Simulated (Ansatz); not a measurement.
# FH4O3Si2: the cost of one run

Program: Ansatz 0.2.0, Gaussian basis. Level of theory: functionals in def2-TZVPP, the program's frozen cores in correlated methods. These are calculated values, not measurements.

Plan: PBE-D4, r2SCAN-D4, PBE0-D4, B3LYP-D4, ωB97X-V, ωB97M-V, B2PLYP; CCSD(T)/def2-TZVPP; MP2/def2-QZVPP; extrapolation to the limit.

## Step 1: The relaxed structure

An earlier PBE0-D4 in a triple-zeta def2 set relaxation fixed the geometry.

SMILES `O[SiH]O[SiH](O)F`, 10 atoms, charge 0, spin multiplicity 2.

Atoms are counted from 1 here; the program's logs count them from 0.

Bond lengths: O1–Si2 1.642 Å, O1–H7 0.960 Å, Si2–O3 1.650 Å, Si2–H8 1.490 Å, O3–Si4 1.621 Å, Si4–O5 1.619 Å, Si4–F6 1.601 Å, Si4–H9 1.466 Å, O5–H10 0.958 Å. Angles: Si2–O1–H7 117.8°, O1–Si2–O3 111.1°, O1–Si2–H8 105.5°, O3–Si2–H8 107.9°, Si2–O3–Si4 140.0°, O3–Si4–O5 111.9°, O3–Si4–F6 106.1°, O3–Si4–H9 112.7°, O5–Si4–F6 110.4°, O5–Si4–H9 107.5°, F6–Si4–H9 108.1°, Si4–O5–H10 120.0°.

As a file:

```xyz
10

O     0.3616   -2.2996   -0.7224
Si    1.3538   -0.9941   -0.8095
O     0.7712    0.2578    0.0942
Si   -0.6353    0.8286    0.6626
O    -0.8017    2.4142    0.3836
F    -1.7839    0.0051   -0.0894
H    -0.5628   -2.1750   -0.9504
H     2.6436   -1.4321   -0.2057
H    -0.7909    0.6163    2.1045
H    -0.5555    2.7786   -0.4676
```

## Step 2: PBE-D4 (GGA)

in.yaml reads:

```yaml
crystal:
  periodic: [false, false, false]
  atoms:
    - {symbol: O, position_ang: [0.361610, -2.299558, -0.722395]}
    - {symbol: Si, position_ang: [1.353762, -0.994060, -0.809519]}
    - {symbol: O, position_ang: [0.771208, 0.257823, 0.094225]}
    - {symbol: Si, position_ang: [-0.635320, 0.828630, 0.662582]}
    - {symbol: O, position_ang: [-0.801719, 2.414219, 0.383617]}
    - {symbol: F, position_ang: [-1.783935, 0.005143, -0.089382]}
    - {symbol: H, position_ang: [-0.562839, -2.174982, -0.950428]}
    - {symbol: H, position_ang: [2.643641, -1.432147, -0.205657]}
    - {symbol: H, position_ang: [-0.790927, 0.616306, 2.104524]}
    - {symbol: H, position_ang: [-0.555471, 2.778646, -0.467566]}
basis:
  gaussian: {orbitals: def2-TZVPP}
magnetization: {spin_polarized: true, initial_magnetization: 1}
hamiltonian: {xc: pbe, dispersion: d4}
output: {forces: true, orbitals: {seedname: orbitals}}
```

Launch:

```bash
> ansatz run in.yaml --threads 2 --pin off --events-out ev --progress --plain --max-ram 32768MiB --backend cpu
```

**Question.** How long does this run take on 2 threads of AMD EPYC 7R13, shared host, and how much memory does it need?

About 6 s, with a peak of 0.47 GiB.
